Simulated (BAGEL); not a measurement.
# C2H6BS (SMILES [CH2]B(C)S): UHF/STO-3G (density fitting with qzvpp-jkfit)

What is the vertical doublet–quartet gap of C2H6BS at UHF/STO-3G (density fitting with qzvpp-jkfit)? 

Program for the calculation: BAGEL 1.2.2.

1 further run of the same task is left out (it didn't finish).

## 1. Starting point

C2H6BS has 10 atoms, charge 0, and is taken as a doublet. As SMILES, `[CH2]B(C)S`. The coordinates come from a PBE0-D4/def2-TZVP relaxation. This is one conformer, not always the lowest.

Bond lengths: C1–B2 1.526 Å, B2–C3 1.569 Å, B2–S4 1.804 Å, C1–H5 1.087 Å, C1–H6 1.086 Å, C3–H7 1.097 Å, C3–H8 1.095 Å, C3–H9 1.091 Å, S4–H10 1.343 Å. Some angles: C1–B2–C3 122.4°, C1–B2–S4 114.6°, C3–B2–S4 123.0°, B2–C1–H5 122.1°, B2–C1–H6 123.6°, B2–C3–H7 109.3°, B2–C3–H8 110.7°, B2–C3–H9 114.9°, B2–S4–H10 98.8°, H5–C1–H6 114.3°.

## 2. The energy at UHF/STO-3G (density fitting with qzvpp-jkfit)

input.json

```json
{ "bagel": [

{
  "title": "molecule",
  "basis": "sto-3g",
  "df_basis": "qzvpp-jkfit",
  "angstrom": true,
  "geometry": [
    { "atom": "C", "xyz": [      -1.347600,       0.728200,      -0.615700 ] },
    { "atom": "B", "xyz": [       0.025800,       0.124300,      -0.335600 ] },
    { "atom": "C", "xyz": [       0.392000,      -0.530200,       1.042800 ] },
    { "atom": "S", "xyz": [       1.179000,       0.205800,      -1.720200 ] },
    { "atom": "H", "xyz": [      -2.134400,       0.746700,       0.133900 ] },
    { "atom": "H", "xyz": [      -1.625600,       1.172700,      -1.567200 ] },
    { "atom": "H", "xyz": [      -0.198300,      -1.444600,       1.177900 ] },
    { "atom": "H", "xyz": [       0.112100,       0.129900,       1.870400 ] },
    { "atom": "H", "xyz": [       1.443700,      -0.796500,       1.159200 ] },
    { "atom": "H", "xyz": [       2.236400,      -0.387500,      -1.142600 ] }
  ]
},

{
  "title": "uhf",
  "nopen": 1
},

{
  "title": "print",
  "file": "orbitals.molden",
  "orbitals": true
}

]}
```

Launch:

```console
$ BAGEL_NUM_THREADS=1 BAGEL input.json > input.out
```

Log:

```text
* using 1 threads per process

  ===============================================================
  ===============================================================

  *** Geometry ***

  { "atom" : "C", "xyz" : [     -2.546595,      1.376099,     -1.163504 ] },
  { "atom" : "B", "xyz" : [      0.048755,      0.234893,     -0.634192 ] },
  { "atom" : "C", "xyz" : [      0.740773,     -1.001933,      1.970606 ] },
  { "atom" : "S", "xyz" : [      2.227987,      0.388906,     -3.250707 ] },
  { "atom" : "H", "xyz" : [     -4.033431,      1.411058,      0.253034 ] },
  { "atom" : "H", "xyz" : [     -3.071939,      2.216082,     -2.961579 ] },
  { "atom" : "H", "xyz" : [     -0.374733,     -2.729898,      2.225908 ] },
  { "atom" : "H", "xyz" : [      0.211838,      0.245475,      3.534544 ] },
  { "atom" : "H", "xyz" : [      2.728198,     -1.505167,      2.190571 ] },
  { "atom" : "H", "xyz" : [      4.226184,     -0.732269,     -2.159201 ] },

  Number of auxiliary basis functions:      461

  Since a DF basis is specified, we compute 2- and 3-index integrals:
    o Being stored without compression. Storage requirement is 0.003 GB

  Number of basis functions:       30
  Number of electrons      :       39

    * METHOD: MOLECULE                             0.16

  *** Open-shell HF ***

  === Nuclear Repulsion ===
   136.1614714340

      * DIIS with orbital gradients will be used.

  === UHF iteration (sto-3g) ===
      0       -495.80084805          0.01919379           0.03
      1       -495.84737678          0.00516349           0.03
      2       -495.85267547          0.00208884           0.03
      3       -495.85394223          0.00091071           0.03
      4       -495.85438444          0.00032830           0.03
      5       -495.85448128          0.00002246           0.03
      6       -495.85448479          0.00000884           0.03
      7       -495.85448609          0.00000518           0.03
      8       -495.85448662          0.00000219           0.03
      9       -495.85448666          0.00000029           0.03
     10       -495.85448667          0.00000014           0.03
     11       -495.85448667          0.00000007           0.03
     12       -495.85448667          0.00000003           0.03
     13       -495.85448667          0.00000001           0.03
     14       -495.85448667          0.00000001           0.03
    * SCF iteration converged.

    * S^2 (UHF) is 0.7625

    * Permanent dipole moment:
           (   -0.014302,     0.110369,    -0.254714) a.u.

    * METHOD: UHF                                  0.58

    * METHOD: PRINT                                0.00

  ===============================================================
```

It took 0.86 s on 1 thread of Arm Neoverse V1, shared host; peak memory 0.081 GiB.

## 3. The quartet at the same level

hf.json

```json
{ "bagel" : [

{
  "title" : "molecule",
  "basis" : "sto-3g",
  "df_basis" : "qzvpp-jkfit",
  "angstrom" : true,
  "geometry" : [
    { "atom" : "C", "xyz" : [   -1.347600,    0.728200,   -0.615700 ] },
    { "atom" : "B", "xyz" : [    0.025800,    0.124300,   -0.335600 ] },
    { "atom" : "C", "xyz" : [    0.392000,   -0.530200,    1.042800 ] },
    { "atom" : "S", "xyz" : [    1.179000,    0.205800,   -1.720200 ] },
    { "atom" : "H", "xyz" : [   -2.134400,    0.746700,    0.133900 ] },
    { "atom" : "H", "xyz" : [   -1.625600,    1.172700,   -1.567200 ] },
    { "atom" : "H", "xyz" : [   -0.198300,   -1.444600,    1.177900 ] },
    { "atom" : "H", "xyz" : [    0.112100,    0.129900,    1.870400 ] },
    { "atom" : "H", "xyz" : [    1.443700,   -0.796500,    1.159200 ] },
    { "atom" : "H", "xyz" : [    2.236400,   -0.387500,   -1.142600 ] }
  ]
},
{ "title" : "uhf", "nopen" : 3 },
{ "title" : "print", "file" : "orbitals.molden", "orbitals" : true }

]}
```

Launch:

```console
$ BAGEL_NUM_THREADS=1 BAGEL hf.json > hf.out
```

Log:

```text
* using 1 threads per process

  ===============================================================
  ===============================================================

  *** Geometry ***

  { "atom" : "C", "xyz" : [     -2.546595,      1.376099,     -1.163504 ] },
  { "atom" : "B", "xyz" : [      0.048755,      0.234893,     -0.634192 ] },
  { "atom" : "C", "xyz" : [      0.740773,     -1.001933,      1.970606 ] },
  { "atom" : "S", "xyz" : [      2.227987,      0.388906,     -3.250707 ] },
  { "atom" : "H", "xyz" : [     -4.033431,      1.411058,      0.253034 ] },
  { "atom" : "H", "xyz" : [     -3.071939,      2.216082,     -2.961579 ] },
  { "atom" : "H", "xyz" : [     -0.374733,     -2.729898,      2.225908 ] },
  { "atom" : "H", "xyz" : [      0.211838,      0.245475,      3.534544 ] },
  { "atom" : "H", "xyz" : [      2.728198,     -1.505167,      2.190571 ] },
  { "atom" : "H", "xyz" : [      4.226184,     -0.732269,     -2.159201 ] },

  Number of auxiliary basis functions:      461

  Since a DF basis is specified, we compute 2- and 3-index integrals:
    o Being stored without compression. Storage requirement is 0.003 GB

  Number of basis functions:       30
  Number of electrons      :       39

    * METHOD: MOLECULE                             0.16

  *** Open-shell HF ***

  === Nuclear Repulsion ===
   136.1614714340

      * DIIS with orbital gradients will be used.

  === UHF iteration (sto-3g) ===
      0       -495.55649762          0.02094203           0.03
      1       -495.61397483          0.00453193           0.03
      2       -495.61846534          0.00131556           0.03
      3       -495.61931222          0.00014541           0.03
      4       -495.61941871          0.00004136           0.03
      5       -495.61946494          0.00001280           0.03
      6       -495.61947873          0.00000682           0.03
      7       -495.61948417          0.00000377           0.03
      8       -495.61948505          0.00000229           0.03
      9       -495.61948508          0.00000151           0.03
     10       -495.61948508          0.00000076           0.03
     11       -495.61948509          0.00000036           0.03
     12       -495.61948510          0.00000011           0.03
     13       -495.61948510          0.00000005           0.03
     14       -495.61948510          0.00000003           0.03
     15       -495.61948510          0.00000001           0.03
     16       -495.61948510          0.00000001           0.03
    * SCF iteration converged.

    * S^2 (UHF) is 3.7729

    * Permanent dipole moment:
           (   -1.606665,     0.118887,     1.280442) a.u.

    * METHOD: UHF                                  0.63

    * METHOD: PRINT                                0.00

  ===============================================================
```

Run time: 0.91 s. Hardware: 1 thread of Arm Neoverse V1, shared host; peak memory 0.081 GiB.

## 4. What came out

Level: UHF/STO-3G (density fitting with qzvpp-jkfit).

| quantity | value |
| --- | --- |
| doublet: total energy | -495.85449 Eh |
| doublet: dipole moment | 0.71 D |
| doublet: ⟨S²⟩ | 0.762 |
| quartet: total energy | -495.61949 Eh |
| quartet: dipole moment | 5.23 D |
| quartet: ⟨S²⟩ | 3.773 |
| vertical energy of the quartet above the doublet | 6.395 eV |

At this shape the quartet lies 6.39 eV (617 kJ/mol) above the doublet. In a minimal basis such a difference can be off by several eV, whatever the method.
